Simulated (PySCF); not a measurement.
# C2H6BrOSi− (SMILES CCO[SiH-]Br) at 6 levels

Aim: a comparison of 6 runs (HF/def2-SVP, PBE/6-31G, B3LYP/6-31G*, PBE0/def2-SVP, MP2/3-21G, CCSD(T)/STO-3G) of C2H6BrOSi−. 

Program for the calculation: PySCF 2.14.0.

## (1) The structure to begin with

C2H6BrOSi− has 11 atoms, charge -1, and is taken as a singlet. As SMILES, `CCO[SiH-]Br`. The shape is that of a GFN2-xTB optimisation. This is one conformer, not always the lowest.

Bond lengths: C1–C2 1.527 Å, C2–O3 1.360 Å, O3–Si4 1.700 Å, Si4–Br5 2.436 Å, C1–H6 1.089 Å, C1–H7 1.088 Å, C1–H8 1.089 Å, C2–H9 1.109 Å, C2–H10 1.106 Å, Si4–H11 1.489 Å. Some angles: C1–C2–O3 110.8°, C2–O3–Si4 119.7°, O3–Si4–Br5 100.2°, C1–C2–H9 109.1°, C1–C2–H10 108.8°, O3–C2–H9 110.6°, O3–C2–H10 110.7°, C2–C1–H6 109.8°, C2–C1–H7 109.6°, C2–C1–H8 110.4°.

## (2) Energy and gradient at HF/def2-SVP (run 1)

mol.xyz

```xyz
11

C     -1.015120     0.570670     1.248620
C     -0.453850     0.299020    -0.145070
O      0.368900    -0.784200    -0.132220
Si     1.033820    -1.353330    -1.589760
Br     2.776320     0.311380    -1.947130
H     -1.582740    -0.292930     1.592910
H     -0.196740     0.744950     1.944710
H     -1.664600     1.445020     1.232520
H     -1.294810     0.143110    -0.851740
H      0.087670     1.198110    -0.493310
H      1.941150    -2.281790    -0.859530
```

calc.py

```python
import pyscf.grad
from pyscf import gto, scf

system = gto.Mole()
system.atom = 'mol.xyz'
system.charge = -1
system.basis = 'def2-svp'
system.max_memory = 1860
system.verbose = 3
system.build()

calc0 = scf.RHF(system)
calc0.conv_tol = 1e-10
calc0.kernel()
if not calc0.converged:
    calc0 = calc0.newton().run(calc0.mo_coeff, calc0.mo_occ)

e_final = calc0.e_tot
print('Final energy', e_final)
grad = calc0.Gradients().kernel()
calc0.analyze()
```

Launch:

```
$ OMP_NUM_THREADS=1 python calc.py
```

The log of the run:

```text
converged SCF energy = -3014.98958251548
[... 10 lines left out ...]
MO #1   energy= -489.736202246702  occ= 2
[... 10 lines left out ...]
MO #12  energy= -7.205300325004    occ= 2
[... 10 lines left out ...]
MO #23  energy= -1.16906350392803  occ= 2
[... 10 lines left out ...]
MO #34  energy= -0.279735497051696 occ= 2
[... 10 lines left out ...]
MO #45  energy= 0.427333237033016  occ= 0
[... 10 lines left out ...]
MO #56  energy= 0.811482978897727  occ= 0
[... 10 lines left out ...]
MO #67  energy= 1.03173559154078   occ= 0
[... 10 lines left out ...]
MO #78  energy= 1.2905468479147    occ= 0
[... 10 lines left out ...]
MO #89  energy= 2.03826183332552   occ= 0
[... 10 lines left out ...]
MO #100 energy= 2.48704941830289   occ= 0
[... 10 lines left out ...]
MO #111 energy= 3.41664347483741   occ= 0
[... 10 lines left out ...]
MO #122 energy= 4.31418953253388   occ= 0
[... 13 lines left out ...]
WARN: System has nonzero charge -1; the dipole moment is origin-dependent.
Location of origin: [0. 0. 0.]

Dipole moment(X, Y, Z, Debye): -8.02716,  3.21442,  7.17646
```

Wall time 23 s (1 thread of Intel Xeon at 2.70GHz, shared host); peak memory 0.33 GiB.

## (3) Energy and gradient at PBE/6-31G (run 2)

geometry.xyz

```xyz
11

C     -1.015120     0.570670     1.248620
C     -0.453850     0.299020    -0.145070
O      0.368900    -0.784200    -0.132220
Si     1.033820    -1.353330    -1.589760
Br     2.776320     0.311380    -1.947130
H     -1.582740    -0.292930     1.592910
H     -0.196740     0.744950     1.944710
H     -1.664600     1.445020     1.232520
H     -1.294810     0.143110    -0.851740
H      0.087670     1.198110    -0.493310
H      1.941150    -2.281790    -0.859530
```

run.py

```python
from pyscf import gto, dft

mol = gto.M(
    atom='geometry.xyz',
    max_memory=1860,
    basis='6-31g',
    verbose=4,
    charge=-1,
)

mf = dft.RKS(mol)
mf.xc = 'pbe'
mf.grids.level = 5
mf.conv_tol = 1e-10
mf.kernel()
if not mf.converged:
    mf = mf.newton().run(mf.mo_coeff, mf.mo_occ)

e_final = mf.e_tot
print(f'total energy: {e_final:.8f} hartree')
grad = mf.nuc_grad_method().kernel()
dip = mf.dip_moment()
pop, q = mf.mulliken_pop()
```

Launch:

```
$ OMP_NUM_THREADS=1 python run.py
```

The log of the run:

```text
PySCF version 2.14.0

[... 86 lines left out ...]
converged SCF energy = -3017.57997341208
total energy: -3017.57997341 hartree
[... 13 lines left out ...]
WARN: System has nonzero charge -1; the dipole moment is origin-dependent.
[... 2 lines left out ...]
Dipole moment(X, Y, Z, Debye): -7.95877,  2.87327,  7.29496
[... 52 lines left out ...]
pop of  4 Br 4px          1.22712
pop of  4 Br 4py          1.23401
pop of  4 Br 4pz          1.30575
pop of  4 Br 5px          0.56827
pop of  4 Br 5py          0.57267
pop of  4 Br 5pz          0.66413
pop of  4 Br 3dxy         1.39305
pop of  4 Br 3dyz         1.39387
pop of  4 Br 3dz^2        1.39400
pop of  4 Br 3dxz         1.39379
pop of  4 Br 3dx2-y2      1.39336
pop of  4 Br 4dxy         0.60654
pop of  4 Br 4dyz         0.60603
pop of  4 Br 4dz^2        0.60590
pop of  4 Br 4dxz         0.60607
pop of  4 Br 4dx2-y2      0.60654
pop of  5 H 1s            0.53305
pop of  5 H 2s            0.33301
pop of  6 H 1s            0.53202
pop of  6 H 2s            0.32257
pop of  7 H 1s            0.53632
pop of  7 H 2s            0.36201
pop of  8 H 1s            0.53825
pop of  8 H 2s            0.36627
pop of  9 H 1s            0.53766
pop of  9 H 2s            0.33386
pop of  10 H 1s           0.52153
pop of  10 H 2s           0.64421
 ** Mulliken atomic charges  **
charge of    0C =     -0.44535
charge of    1C =      0.00758
charge of    2O =     -0.64128
charge of    3Si =      0.16000
charge of    4Br =     -0.52019
charge of    5H =      0.13394
charge of    6H =      0.14541
charge of    7H =      0.10168
charge of    8H =      0.09548
charge of    9H =      0.12847
charge of   10H =     -0.16574
```

Wall time 56 s (1 thread of Intel Xeon at 2.70GHz, shared host); peak memory 0.79 GiB.

Runs 3 to 5 aren't shown in full; the table further down has their settings and results.

## (4) The energy at CCSD(T)/STO-3G (run 6)

input.py

```python
# CCO[SiH-]Br
from pyscf import gto, cc

mol = gto.M(
    atom=[
    ('C', (-1.015120, 0.570670, 1.248620)),
    ('C', (-0.453850, 0.299020, -0.145070)),
    ('O', (0.368900, -0.784200, -0.132220)),
    ('Si', (1.033820, -1.353330, -1.589760)),
    ('Br', (2.776320, 0.311380, -1.947130)),
    ('H', (-1.582740, -0.292930, 1.592910)),
    ('H', (-0.196740, 0.744950, 1.944710)),
    ('H', (-1.664600, 1.445020, 1.232520)),
    ('H', (-1.294810, 0.143110, -0.851740)),
    ('H', (0.087670, 1.198110, -0.493310)),
    ('H', (1.941150, -2.281790, -0.859530)),
],
    max_memory=1860,
    verbose=4,
    basis='sto-3g',
    charge=-1,
)

mf = mol.RHF()
mf.conv_tol = 1e-10
mf.kernel()
if not mf.converged:
    mf = mf.newton().run(mf.mo_coeff, mf.mo_occ)

mycc = cc.CCSD(mf, frozen=17)
mycc.kernel()
e_t = mycc.ccsd_t()
e_final = mycc.e_tot + e_t
print('E(%s) = %.9f' % ('CCSD(T)', e_final))
mf.analyze()
```

Launch:

```
$ OMP_NUM_THREADS=1 python input.py
```

The log of the run:

```text
PySCF version 2.14.0

[... 78 lines left out ...]
Init t2, MP2 energy = -2982.51217302745  E_corr(MP2) -0.166363644511674
[... 20 lines left out ...]
Two-electron Energy =                 1594.301539464854613
[... 6 lines left out ...]
MO #3   energy= -62.812129450804   occ= 2
[... 4 lines left out ...]
MO #8   energy= -10.9125512600828  occ= 2
[... 4 lines left out ...]
MO #13  energy= -6.51704221691075  occ= 2
[... 4 lines left out ...]
MO #18  energy= -1.87713418544814  occ= 2
[... 4 lines left out ...]
MO #23  energy= -1.05293808961991  occ= 2
[... 4 lines left out ...]
MO #28  energy= -0.438265796325571 occ= 2
[... 4 lines left out ...]
MO #33  energy= -0.157043203270181 occ= 2
[... 4 lines left out ...]
MO #38  energy= 0.0469210624490077 occ= 2
[... 4 lines left out ...]
MO #43  energy= 0.831603456536404  occ= 0
[... 4 lines left out ...]
MO #48  energy= 1.03809377996186   occ= 0
[... 27 lines left out ...]
pop of  4 Br 2s           1.99999
pop of  4 Br 3s           1.99958
pop of  4 Br 4s           1.96162
pop of  4 Br 2px          2.00000
pop of  4 Br 2py          2.00000
pop of  4 Br 2pz          2.00000
pop of  4 Br 3px          1.99979
pop of  4 Br 3py          1.99982
pop of  4 Br 3pz          1.99998
pop of  4 Br 4px          1.79999
pop of  4 Br 4py          1.82475
pop of  4 Br 4pz          1.98351
pop of  4 Br 3dxy         1.99984
pop of  4 Br 3dyz         1.99999
pop of  4 Br 3dz^2        1.99995
pop of  4 Br 3dxz         1.99998
pop of  4 Br 3dx2-y2      1.99999
pop of  5 H 1s            0.97980
pop of  6 H 1s            0.97416
pop of  7 H 1s            0.98810
pop of  8 H 1s            1.01950
pop of  9 H 1s            1.00500
pop of  10 H 1s           1.26024
 ** Mulliken atomic charges  **
charge of    0C =     -0.11193
charge of    1C =      0.05711
charge of    2O =     -0.38101
charge of    3Si =      0.23141
charge of    4Br =     -0.56878
charge of    5H =      0.02020
charge of    6H =      0.02584
charge of    7H =      0.01190
charge of    8H =     -0.01950
charge of    9H =     -0.00500
charge of   10H =     -0.26024

WARN: System has nonzero charge -1; the dipole moment is origin-dependent.
Location of origin: [0. 0. 0.]

Dipole moment(X, Y, Z, Debye): -8.77705,  2.31656,  6.43797
```

Wall time 3 s (1 thread of Intel Xeon at 2.70GHz, shared host); peak memory 0.14 GiB.

## (5) Overview of the runs

```
run                               level  integration grid  Cartesian functions   energy (Eh)  HOMO energy (eV)  LUMO energy (eV)  HOMO–LUMO gap (eV)  wall time
  1                         HF/def2-SVP                 –                   no  -3014.989583             -2.57              8.30               10.87       23 s
  2                           PBE/6-31G                 5                   no  -3017.579973              0.68              4.18                3.50       56 s
  3  B3LYP/6-31G* (Cartesian functions)                 5                  yes  -3018.519689             -0.08              4.96                5.04       64 s
  4                       PBE0/def2-SVP                 5                   no  -3017.669194             -0.22              5.40                5.62       79 s
  5                           MP2/3-21G                 –                   no  -3001.138248             -2.60              8.80               11.40      9.3 s
  6                      CCSD(T)/STO-3G                 –                   no  -2982.567319              1.28             16.25               14.98        3 s
```

## (6) Outcome

| quantity | value |
| --- | --- |
| run 6: total energy | -2982.56732 Eh |
| run 6: HOMO energy (Hartree–Fock orbitals) | 1.28 eV |
| run 6: LUMO energy (Hartree–Fock orbitals) | 16.25 eV |
| run 6: HOMO–LUMO gap (to an unbound level, set by the basis) | 14.98 eV |
| run 6: correlation energy (17 core orbitals frozen) | -221.5 mEh |
| run 6: (T) correction | -3.11 mEh |
| run 6: T1 diagnostic | 0.008 |

**Reading.** Over runs 1, 2, 3, 4 the HOMO–LUMO gap runs from 3.50 eV (PBE/6-31G) to 10.87 eV (HF/def2-SVP). The two ends differ in method and basis. The empty levels of an anion lie above zero and hang on the basis. Totals of different functionals can't be ranked against each other. In runs 2, 6 the HOMO lies above zero, so the outermost electron may be held by the basis alone. In run 6 the basis is minimal, so the values are rough. All runs together took 3.9 min, the longest 79 s.
